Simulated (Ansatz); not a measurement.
# TiW: the cost of one run

Computed with Ansatz 0.2.0 (DFT r²SCAN with spin–orbit coupling, plane waves, PAW, unless a step's input says otherwise).

6 further runs of the same task are left out: 1 that didn't finish, 5 set aside as unsound or not needed. Runs told in other sessions of the task aren't counted.

### 1 Starting point

The structure is orthorhombic, space group Cmmm (No. 65). The conventional cell has a = 3.187 Å, b = 4.509 Å, c = 4.468 Å, α = 90.00°, β = 90.00°, γ = 90.00°. Ti (site symmetry mmm) has 4 W at 2.74 Å and 4 Ti at 2.76 Å in its first shell of neighbours. W (site symmetry mmm) is surrounded by 4 Ti at 2.74 Å and 4 W at 2.76 Å.

As a file:

```cif
data_structure
_symmetry_space_group_name_H-M 'P 1'
_symmetry_Int_Tables_number 1
_cell_length_a 2.7610
_cell_length_b 2.7610
_cell_length_c 4.4681
_cell_angle_alpha 90.000
_cell_angle_beta 90.000
_cell_angle_gamma 109.490
_cell_volume 32.11
loop_
_atom_site_label
_atom_site_type_symbol
_atom_site_fract_x
_atom_site_fract_y
_atom_site_fract_z
_atom_site_occupancy
Ti1 Ti 0.00000 0.00000 0.00000 1
W1 W 0.50000 0.50000 0.50000 1
```

The cell is the database one, not relaxed. At r²SCAN, without spin–orbit coupling, an earlier run found -0.62 GPa for this cell of 16.055 Å³/atom (14×14×8 mesh), metallic.

### 2 Spin-orbit coupling: topological invariants

File input.yaml:

```yaml
crystal:
  lattice:
    - [1.5937255717, -2.2546348362, 0.0]
    - [1.5937255717, 2.2546348362, 0.0]
    - [0.0, 0.0, 4.4681177881]
  atoms:
    - { symbol: Ti, position: [0.0, 0.0, 0.0] }
    - { symbol: W, position: [0.5, 0.5, 0.5] }
basis:
  ecutwfc: 500
  ecutrho_ratio: 4
kpoints:
  mp_grid: { grid: [8, 8, 4] }
hamiltonian:
  xc: r2scan
scf:
  occupations: { method: gaussian, width: 0.05 }
output:
  forces: true
  stress: true
  eigenvalues: true
  populations: true
  topological_invariants: true
magnetization:
  noncollinear: true
  spin_orbit: true
```

Started as:

```
> ansatz run input.yaml --threads 4 --pin off --max-ram 9216MiB --backend cpu --events-out ev --progress --plain --runs-dir out
```

Q: Estimate wall time and peak memory on 4 threads of Arm Neoverse V1, shared host.

About 84 s, with a peak of 1.5 GiB.
